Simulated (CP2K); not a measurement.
## HPbNO4 in CP2K: the effect of functional

The system is HPbNO4.

```xyz
7
Lattice="4.2753 0.0000 0.0000 -2.0845 5.2078 0.0000 -2.1163 -1.9093 4.9014" Properties=species:S:1:pos:R:3 pbc="T T T"
H     2.2406   -1.5639    4.4600
Pb    0.1379    3.9970    0.7003
N    -2.0162    1.5092    2.4637
O     2.2733    4.7748    0.1410
O    -1.9863    2.6625    2.9826
O     2.2241    1.3998    1.2036
O    -2.0116    0.4797    3.1965
```

The cell was built by a generator and needn't be a form met in nature.

Alike in all runs:

```yaml
Program: CP2K 2026.2
Task: band structure
Potentials_or_basis: POTENTIAL_UZH H GTH-PBE-q1, Pb GTH-PBE-q4, N GTH-PBE-q5, O GTH-PBE-q6; TZVP-MOLOPT-PBE-GTH basis
Density_cutoff: 13606 eV
k_mesh: 8 × 6 × 6
Occupations: fermi-dirac, width 0.05 eV
Spin: no spin polarisation
```

```csv
functional,gap on the mesh (eV)
r2SCAN,3.11
TB-mBJ,3.26
LDA,2.69
PBEsol,2.75
RPBE,2.83
SCAN,3.24
vdW-DF-cx,?
```

Problem. What does the run with functional vdW-DF-cx give?

Solution. gap on the mesh 2.94 eV.

Caveats: spin-orbit coupling is left out, which as a rule narrows the gap of such compounds by several tenths of an eV; the basis of atomic orbitals isn't converged, which shifts pressures, moduli and gaps; this is a model potential without an energy functional, so only levels have meaning (some runs).

A k mesh can miss the band edges.
